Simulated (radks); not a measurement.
# Zr⁴⁺ in [Kr]: an all-electron calculation

One table from this session's results is given with a row withheld; the runs are named, their logs left out.

The numbers are computed with radks (a radial shooting solver on a logarithmic mesh, Libxc functionals) version 1 (Dirac Kohn-Sham, exchange-only LDA, spin-unpolarised, spherical densities, point nucleus), except any that are marked as measured or tabulated.

### The atom as given

```
element       : zirconium (Z = 40)
charge        : +4
electrons     : 36
configuration : [Kr]
```

Outer shells as boxes (Hund's rule):

Zr⁴⁺
```
[Ar] core
3d [↑↓][↑↓][↑↓][↑↓][↑↓]
4s [↑↓]
4p [↑↓][↑↓][↑↓]
```

Set-up of the first run:

Input:

```text
Z 40
configuration [Kr] 5s0 4d0
relativity Dirac
functional lda,
spin unpolarised
j_filling average
nucleus point
c 137.035999084
```

Started as:

```
$ python run_ks.py task.json out
```

This one command runs every case of the session in turn.

One table of the session follows, with a row left open; its other results are not shown here.

It belongs to the step «Orbitals and density». Sizes of the orbitals, from the radial functions (bohr):

| level | <r> | outermost maximum (interpolated) | 90 % within | nodes |
| --- | --- | --- | --- | --- |
| 1s1/2 | 0.03711 | 0.0242 | 0.0664 | 0 |
| 2s1/2 | 0.1625 | 0.137 | 0.252 | 1 |
| 2p1/2 | 0.1388 | 0.107 | 0.227 | 0 |
| 2p3/2 | 0.1431 | 0.111 | 0.233 | 0 |
| 3s1/2 | 0.4591 | 0.409 | 0.680 | 2 |
| 3p1/2 | 0.4555 | 0.396 | 0.691 | 1 |
| 3p3/2 | 0.4660 | 0.406 | 0.706 | 1 |
| 3d3/2 | 0.4504 | 0.345 | 0.725 | 0 |
| 3d5/2 | ? | ? | ? | ? |
| 4s1/2 | 1.190 | 1.07 | 1.73 | 3 |
| 4p1/2 | 1.301 | 1.15 | 1.92 | 2 |
| 4p3/2 | 1.327 | 1.17 | 1.95 | 2 |
| 4d3/2 | 1.714 | 1.45 | 2.60 | 1 |
| 4d5/2 | 1.724 | 1.46 | 2.61 | 1 |
| 5s1/2 | 2.710 | 2.54 | 3.85 | 4 |

**Question.** Estimate the row for 3d5/2.

As computed: <r>: 0.4540; outermost maximum (interpolated): 0.348; 90 % within: 0.731; nodes: 0. In the column «<r>» it lies between 3d3/2 (0.4504) and 3p1/2 (0.4555).
